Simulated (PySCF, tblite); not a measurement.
# C₇H₁₆NP: geometry, infrared bands and NMR shifts

Wanted: the infrared bands and NMR shifts of C₇H₁₆NP (`C[C@@H]1CP1NC(C)(C)C`), by calculation.

Programs: tblite 0.8.0 and PySCF 2.14.0, with density-fitted response routines of our own. Each step states its level of theory. These are calculated values for one molecule in the gas phase, unless marked as measured. Atoms count from 0, in the outputs and in this text.

### Step 1. The starting structure

25 atoms, charge 0, multiplicity 1; geometry from: force field or distance geometry start.

Bonds of the start (Å): C0–C1 1.50, C1–C2 1.51, C2–P3 1.83, P3–N4 1.69, N4–C5 1.48, C5–C6 1.54, C5–C7 1.54, C5–C8 1.54, P3–C1 1.83, C0–H9 1.09, C0–H10 1.09, C0–H11 1.10, C1–H12 1.07, C2–H13 1.08, C2–H14 1.10, N4–H15 1.03, C6–H16 1.09, C6–H17 1.10, C6–H18 1.09, C7–H19 1.09, C7–H20 1.10, C7–H21 1.10, C8–H22 1.09, C8–H23 1.10, C8–H24 1.10.

### Step 2. Geometry optimisation with GFN2-xTB

What the job is given:

```
{"job": {"kind": "relax", "xc": "GFN2-xTB", "basis": "xTB"}, "charge": 0, "multiplicity": 1}
C      3.344500    -0.379100    -0.830700
C      2.192100     0.365000    -0.223600
C      2.302100     0.835700     1.203800
P      1.104200    -0.527200     0.939100
N     -0.271100     0.430800     0.714100
C     -1.484000    -0.097800     0.042500
C     -1.193300    -0.602300    -1.384100
C     -2.453900     1.093600    -0.058700
C     -2.146700    -1.205400     0.880600
H      4.063300     0.334300    -1.222100
H      3.853400    -1.028400    -0.119800
H      2.980800    -0.997000    -1.661500
H      1.706800     1.004900    -0.929400
H      3.180100     0.582200     1.771500
H      1.884600     1.823400     1.444500
H     -0.547200     0.866400     1.601400
H     -2.124200    -0.873900    -1.887900
H     -0.558300    -1.502100    -1.380900
H     -0.701500     0.166600    -1.980800
H     -2.025500     1.912400    -0.642400
H     -3.395900     0.793600    -0.549700
H     -2.725000     1.487700     0.926400
H     -1.523500    -2.093600     0.958800
H     -2.367200    -0.867700     1.899300
H     -3.105400    -1.497900     0.435800
```

Launch:

```sh
> OMP_NUM_THREADS=1 python probes_run.py task.json out
```

The driver reads the jobs from task.json and runs them one after another.

**Question.** This job is followed by: GFN2-xTB harmonic vibrations, gas phase; GIAO PBE0/pcSseg-1 NMR shielding, non-relativistic, gas phase. Predict these results of the whole session: strongest single infrared mode (GFN2-xTB); zero-point energy (GFN2-xTB); 13C shifts against TMS (PBE0/pcSseg-1, means over atoms taken as alike); 1H shifts against TMS (PBE0/pcSseg-1, means over atoms taken as alike); 31P shifts against H3PO4 (PBE0/pcSseg-1); 15N shifts against NH3 (PBE0/pcSseg-1).

**Answer**, as computed:

| quantity | value |
| --- | --- |
| strongest single infrared mode (GFN2-xTB) | 1240 cm⁻¹, 96 km/mol |
| zero-point energy (GFN2-xTB) | 136.8 kcal/mol |
| 13C shifts against TMS (PBE0/pcSseg-1, means over atoms taken as alike) | 52.2, 33.2, 29.8, 22.9, 18.3 ppm |
| 1H shifts against TMS (PBE0/pcSseg-1, means over atoms taken as alike) | 1.30, 1.21, 1.13, 1.12, 0.54, 0.00 ppm |
| 31P shifts against H3PO4 (PBE0/pcSseg-1) | -167.8 ppm |
| 15N shifts against NH3 (PBE0/pcSseg-1) | 84.3 ppm |

What this shows: Relaxing lowered the energy by 0.158 eV in 61 steps; the close pair that moved most is P3–N4, from 1.691 to 1.728 Å. No mode is imaginary among the 69: a minimum at this level. The strongest single mode, at 1240 cm⁻¹, moves mainly C5. GFN2-xTB is a fitted tight-binding method: band positions and strengths are rough. Its intensities can rank the bands wrongly. The most deshielded carbon is C5 (fully substituted sp3 carbon bonded to N), at 52.2 ppm: pulled downfield by the heteroatom. At PBE0/pcSseg-1: The widest tensor belongs to P3: span 723 ppm, with a paramagnetic part of -483 ppm.
